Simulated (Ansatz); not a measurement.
# BHF2 (SMILES FBF) at HF/STO-3G

What is the electronic atomisation energy of BHF2 at HF/STO-3G? 

The calculation is run with Ansatz 0.2.0.

46 further runs of the same task are left out: 46 set aside as unsound or not needed.

**1. The structure to begin with**

The species is BHF2 (4 atoms), meant as a singlet with charge 0. As SMILES, `FBF`. The shape is that of a PBE0-D4/def2-TZVP optimisation.

Bond lengths: F1–B2 1.313 Å, B2–F3 1.313 Å, B2–H4 1.191 Å. Angles: F1–B2–F3 118.1°, F1–B2–H4 121.0°, F3–B2–H4 121.0°.

**2. The energy at HF/STO-3G**

Contents of in.yaml:

```yaml
crystal:
  periodic: [false, false, false]
  atoms:
    - symbol: F
      position_ang: [1.154300, 0.456900, -0.361900]
    - symbol: B
      position_ang: [-0.001900, -0.031000, 0.025200]
    - symbol: F
      position_ang: [-1.095400, 0.528700, -0.438900]
    - symbol: H
      position_ang: [-0.057000, -0.954600, 0.775600]
basis:
  gaussian:
    orbitals: STO-3G
total_charge: 0
output: {orbitals: {seedname: orbitals}}
hamiltonian:
  xc: hf
accuracy: high
```

Launch:

```bash
$ ansatz run in.yaml --threads 1 --pin off --max-ram 3480MiB --events-out events.jsonl --progress --plain --runs-dir runs
```

Standard output:

```text
Warning: RAYON_NUM_THREADS=1 ignored (pool sized by the plan → 1); use --threads N
Functional definition: HF
  name "HF"
  exchange = exact_x
  correlation = 0
272 factors; integrals over basis functions are off by at most 4.3e-8 eV
mean field evaluation 1: about -6015.1084 eV, gradient 2.4e1 eV
mean field evaluation 2: about -6015.1623 eV, gradient 2.5e1 eV
mean field evaluation 4: about -6017.3757 eV, gradient 1.0e0 eV
mean field evaluation 8: about -6017.3789 eV, gradient 5.0e-6 eV
mean field -6017.37886102 eV, -221.1345944167 hartree, gradient 1.9e-8 eV, S^2 0.000000; 0 other end points of the search recorded, 0 dependent functions left out
reference -6017.37886102 eV, -221.1345944167 hartree; 12, 12 occupied and 4, 4 virtual orbitals, 272 factors
Total energy: -6017.37886102 eV, -221.1345944167 hartree
```

Wall time 0.12 s (1 thread of Intel Xeon Platinum 8175M at 2.50GHz (Skylake/Cascade Lake), shared host).

**3. The B atom at the same level**

Contents of input.yaml:

```yaml
crystal:
  periodic: [false, false, false]
  atoms:
    - symbol: B
      position_ang: [0.000000, 0.000000, 0.000000]
basis:
  gaussian: {orbitals: STO-3G}
accuracy: high
hamiltonian: {xc: hf}
magnetization: {spin_polarized: true, initial_magnetization: 1}
```

Run the same way, it converges to -24.14899 Eh (log not shown).

**4. The F atom at the same level**

Contents of input.yaml:

```yaml
crystal:
  periodic: [false, false, false]
  atoms:
    - {symbol: F, position_ang: [0.000000, 0.000000, 0.000000]}
basis:
  gaussian:
    orbitals: STO-3G
accuracy: high
magnetization:
  spin_polarized: true
  initial_magnetization: 1
hamiltonian:
  xc: hf
```

Run the same way, it converges to -97.98651 Eh (log not shown).

**5. The H atom, same level**

Contents of job.yaml:

```yaml
basis:
  gaussian:
    orbitals: STO-3G
crystal:
  periodic: [false, false, false]
  atoms:
    - symbol: H
      position_ang: [0.000000, 0.000000, 0.000000]
total_charge: 0
magnetization:
  spin_polarized: true
  initial_magnetization: 1
hamiltonian:
  xc: hf
accuracy: high
```

Launch:

```bash
$ ansatz run job.yaml --threads 1 --pin off --max-ram 3480MiB --events-out events.jsonl --progress --plain --runs-dir runs
```

Standard output:

```text
Warning: RAYON_NUM_THREADS=1 ignored (pool sized by the plan → 1); use --threads N
[... 4 set-up lines as earlier in the session ...]
1 factors; integrals over basis functions are off by at most 4.6e-10 eV
mean field evaluation 1: about -12.6963 eV, gradient 0.0e0 eV
mean field evaluation 2: about -12.6963 eV, gradient 0.0e0 eV
mean field -12.69633895 eV, -0.4665818504 hartree, gradient 0.0e0 eV, S^2 0.750000; 0 other end points of the search recorded, 0 dependent functions left out
reference -12.69633895 eV, -0.4665818504 hartree; 1, 0 occupied and 0, 1 virtual orbitals, 1 factors
Total energy: -12.69633895 eV, -0.4665818504 hartree
```

It took 0.04 s on 1 thread of Intel Xeon Platinum 8175M at 2.50GHz (Skylake/Cascade Lake), shared host.

**6. What came out**

Level: HF/STO-3G.

```
                     quantity          value
       molecule: total energy  -221.13459 Eh
        molecule: HOMO energy      -11.59 eV
        molecule: LUMO energy        8.42 eV
      molecule: HOMO–LUMO gap       20.00 eV
         B atom: total energy   -24.14899 Eh
                 B atom: ⟨S²⟩          0.750
         F atom: total energy   -97.98651 Eh
                 F atom: ⟨S²⟩          0.750
         H atom: total energy    -0.46658 Eh
                 H atom: ⟨S²⟩          0.750
electronic atomisation energy      14.858 eV
```

**Reading.** Taking the molecule apart into free atoms costs 14.86 eV (1434 kJ/mol), before zero-point energy and without spin-orbit coupling. Hartree–Fock lacks the correlation of the bonding pairs, which as a rule makes this value much too low; in minimal bases other errors can mask that. In a minimal basis such a difference can be off by several eV, whatever the method.
